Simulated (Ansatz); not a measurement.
Something may be wrong with this Ansatz 0.2.0 calculation of BBr2.

input.yaml

```yaml
crystal:
  lattice:
    - [3.18544604, 1.83911813, 2.25963907]
    - [-3.18544604, 1.83911813, 2.25963907]
    - [0.0, -3.67823626, 2.25963907]
  atoms:
    - { symbol: B, position: [0.0, 0.0, 0.0] }
    - { symbol: Br, position: [0.7202413, 0.7202413, 0.7202413] }
    - { symbol: Br, position: [0.2797587, 0.2797587, 0.2797587] }
kpoints:
  mp_grid: { grid: [6, 6, 6] }
scf:
  max_iter: 80
hamiltonian:
  xc: rpbe
  pseudopotentials: { kind: all_electron, datasets: crystal }
output:
  forces: true
  stress: true
  eigenvalues: true
  dos: { projected: false, de: 0.1, e_range: [-10, 8] }
```

Potentials or basis: all-electron PAW datasets made for the crystal.

Launch:

```bash
$ ansatz run input.yaml --threads 2 --pin off --max-ram 6144MiB --backend cpu --events-out ev --progress --plain --runs-dir out
```

Output:

```text
Error: YAML parse error: `scf.occupations.method` is required: fixed only where the cell keeps a band gap throughout the run, explicit beside scf.occupations.values (under evaluate: without them), else a smearing such as fermi_dirac (scf.occupations.width is optional; its entry in the input reference gives the default)
```

How did it end, and where is the flaw?

The input was rejected before any iteration. The input holds a flaw that was put in on purpose: no occupation method (scf.occupations = left out).
